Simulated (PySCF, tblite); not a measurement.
# C4H8BN3: geometry, infrared bands and NMR shifts

What infrared bands and NMR shifts should C4H8BN3 (`C=C(C#N)CNBN`) show?

Programs: tblite 0.8.0 and PySCF 2.14.0, with density-fitted response routines of our own. Each step states its level of theory. These are calculated values for one molecule in the gas phase, unless marked as measured. Atoms are numbered from 0 throughout.

**1. The molecule as given**

16 atoms, charge 0, multiplicity 1; geometry from: force field or distance geometry start.

Bonds of the start (Å): C0–C1 1.33, C1–C2 1.44, C2–N3 1.15, C1–C4 1.48, C4–N5 1.44, N5–B6 1.52, B6–N7 1.53, C0–H8 1.07, C0–H9 1.11, C4–H10 1.11, C4–H11 1.10, N5–H12 1.04, B6–H13 1.19, N7–H14 1.04, N7–H15 1.04.

**2. Relaxing the molecule with GFN2-xTB**

The job: settings as JSON, then the geometry in Å.

```
{"job": {"kind": "relax", "xc": "GFN2-xTB", "basis": "xTB"}, "charge": 0, "multiplicity": 1}
C     -2.504600     0.033800     1.216800
C     -1.690400     0.098600     0.172500
C     -2.074300    -0.460500    -1.099800
N     -2.394700    -0.865500    -2.132300
C     -0.338700     0.697400     0.246300
N      0.630000    -0.311000    -0.097700
B      2.053300     0.234000    -0.064000
N      3.187000    -0.668100    -0.563800
H     -2.286900     0.415900     2.193000
H     -3.489800    -0.444300     1.033700
H     -0.156100     0.977200     1.309500
H     -0.241700     1.623800    -0.340900
H      0.627100    -1.120900     0.561800
H      2.272600     1.404600    -0.124900
H      2.701500    -1.473000    -1.020200
H      3.698200    -0.133000    -1.301400
```

Run with:

```
$ OMP_NUM_THREADS=1 python probes_run.py task.json out
```

One launch serves the whole session: the jobs run in the order shown.

**Question.** This job is followed by: GFN2-xTB harmonic vibrations, gas phase; GIAO PBE0/pcSseg-1 NMR shielding, non-relativistic, gas phase. What will the session give for the following? strongest single infrared mode (GFN2-xTB); zero-point energy (GFN2-xTB); 13C shifts against TMS (PBE0/pcSseg-1); 1H shifts against TMS (PBE0/pcSseg-1, means over atoms taken as alike); 15N shifts against NH3 (PBE0/pcSseg-1); 11B shifts against BF3·OEt2 (PBE0/pcSseg-1); surface potential, 1st and 99th percentile.

As calculated:

| quantity | value |
| --- | --- |
| strongest single infrared mode (GFN2-xTB) | 1456 cm⁻¹, 367 km/mol |
| zero-point energy (GFN2-xTB) | 77.2 kcal/mol |
| 13C shifts against TMS (PBE0/pcSseg-1) | 135.8, 135.8, 122.9, 56.1 ppm |
| 1H shifts against TMS (PBE0/pcSseg-1, means over atoms taken as alike) | 6.05, 5.97, 4.15, 3.88, 2.47, 2.08 ppm |
| 15N shifts against NH3 (PBE0/pcSseg-1) | 320.8, 93.9, 69.7 ppm |
| 11B shifts against BF3·OEt2 (PBE0/pcSseg-1) | 24.0 ppm |
| surface potential, 1st and 99th percentile | -1.87 V and 1.64 V |

The optimisation took 115 steps and gained 1.381 eV; among the close pairs (by a distance rule), B6–N7 changed most, from 1.533 to 1.398 Å. All 42 modes are real, so the xTB geometry is a minimum. The strongest single mode, at 1456 cm⁻¹, is carried by B6, N5, H12, H10. GFN2-xTB is a fitted tight-binding method: band positions and strengths are rough. Its intensities can rank the bands wrongly. At PBE0/pcSseg-1: The widest tensor belongs to N3: span 443 ppm, with a paramagnetic part of -395 ppm. By nearest atom (PBE0/pcSseg-1), the HOMO sits on N5, N7 about 36 % each and the LUMO on C0 29 %; C1 23 %.
